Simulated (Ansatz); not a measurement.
**CH₅BClFSi: a ladder of functionals and wavefunction methods**

The task here is to estimate one member of a computed series from the others.

The runs use Ansatz 0.2.0, Gaussian basis; functionals in def2-TZVPP, the program's frozen cores in correlated methods.

The runs, in order: PBE-D4, r2SCAN-D4, PBE0-D4, B3LYP-D4, ωB97X-V, ωB97M-V, B2PLYP; CCSD(T)/def2-TZVPP; MP2/def2-QZVPP; extrapolation to the limit.

## The relaxed structure

An earlier PBE0-D4 in a triple-zeta def2 set relaxation fixed the geometry.

SMILES `B[Si](C)(F)Cl`, 10 atoms, charge 0, spin multiplicity 1.

Atoms are counted from 1 here; the program's logs count them from 0.

Bond lengths: B1–Si2 1.997 Å, B1–H6 1.195 Å, B1–H7 1.194 Å, Si2–C3 1.849 Å, Si2–F4 1.600 Å, Si2–Cl5 2.070 Å, C3–H8 1.092 Å, C3–H9 1.092 Å, C3–H10 1.093 Å. Angles: Si2–B1–H6 120.2°, Si2–B1–H7 121.2°, H6–B1–H7 118.4°, B1–Si2–C3 120.2°, B1–Si2–F4 113.0°, B1–Si2–Cl5 98.5°, C3–Si2–F4 107.6°, C3–Si2–Cl5 109.4°, F4–Si2–Cl5 107.3°, Si2–C3–H8 110.4°, Si2–C3–H9 110.4°, Si2–C3–H10 110.5°, H8–C3–H9 108.6°, H8–C3–H10 108.5°, H9–C3–H10 108.3°.

Coordinates:

```xyz
10

B    -1.4190    0.9193    0.8040
Si    0.4083    0.2699    0.3261
C     0.6139   -1.1657   -0.8212
F     1.3298    0.0016    1.6060
Cl    1.1146    1.9868   -0.5900
H    -2.3062    0.8585    0.0054
H    -1.6280    1.4664    1.8442
H     0.0464   -1.0035   -1.7399
H     1.6668   -1.2985   -1.0803
H     0.2566   -2.0860   -0.3514
```

Set-up of the first run:

The input, in.yaml:

```yaml
crystal:
  periodic: [false, false, false]
  atoms:
    - {symbol: B, position_ang: [-1.418971, 0.919324, 0.803989]}
    - {symbol: Si, position_ang: [0.408268, 0.269928, 0.326108]}
    - {symbol: C, position_ang: [0.613906, -1.165701, -0.821188]}
    - {symbol: F, position_ang: [1.329756, 0.001580, 1.606033]}
    - {symbol: Cl, position_ang: [1.114602, 1.986782, -0.590000]}
    - {symbol: H, position_ang: [-2.306202, 0.858531, 0.005404]}
    - {symbol: H, position_ang: [-1.628039, 1.466370, 1.844223]}
    - {symbol: H, position_ang: [0.046401, -1.003514, -1.739930]}
    - {symbol: H, position_ang: [1.666756, -1.298535, -1.080302]}
    - {symbol: H, position_ang: [0.256624, -2.085966, -0.351439]}
basis:
  gaussian: {orbitals: def2-TZVPP}
hamiltonian: {xc: pbe, dispersion: d4}
output: {forces: true, orbitals: {seedname: orbitals}}
```

The run is started by

```console
ansatz run in.yaml --threads 4 --pin off --events-out ev --progress --plain --max-ram 10444MiB
```

Among the steps run: PBE-D4 (GGA); r2SCAN-D4 (meta-GGA); PBE0-D4 (hybrid); B3LYP-D4 (hybrid); ωB97X-V (range-separated); ωB97M-V (range-separated); B2PLYP (double hybrid); CCSD(T) in def2-TZVPP; MP2 in def2-QZVPP.

One table of the session follows, with a row left open; its other results are not shown here.

```
            method  atomisation energy (eV)
            PBE-D4                   38.157
         r2SCAN-D4                   38.008
           PBE0-D4                   37.768
          B3LYP-D4                   37.698
           ωB97X-V                   37.940
           ωB97M-V                   37.930
            B2PLYP                   37.363
     HF/def2-TZVPP                        ?
    MP2/def2-TZVPP                   37.520
   CCSD/def2-TZVPP                   36.362
CCSD(T)/def2-TZVPP                   36.811
           MP2/CBS                   38.470
       CCSD(T)/CBS                   37.760
```

Estimate the missing values for HF/def2-TZVPP.

The run gave: atomisation energy (eV): 29.191. In the column «atomisation energy (eV)» it is the lowest.

To keep in mind: Free atoms (1 B, 1 Si, 1 C, 1 F, 1 Cl, 5 H) were run apart at each level; the atomisation energy is their sum less the molecule, without zero-point or spin-orbit terms.
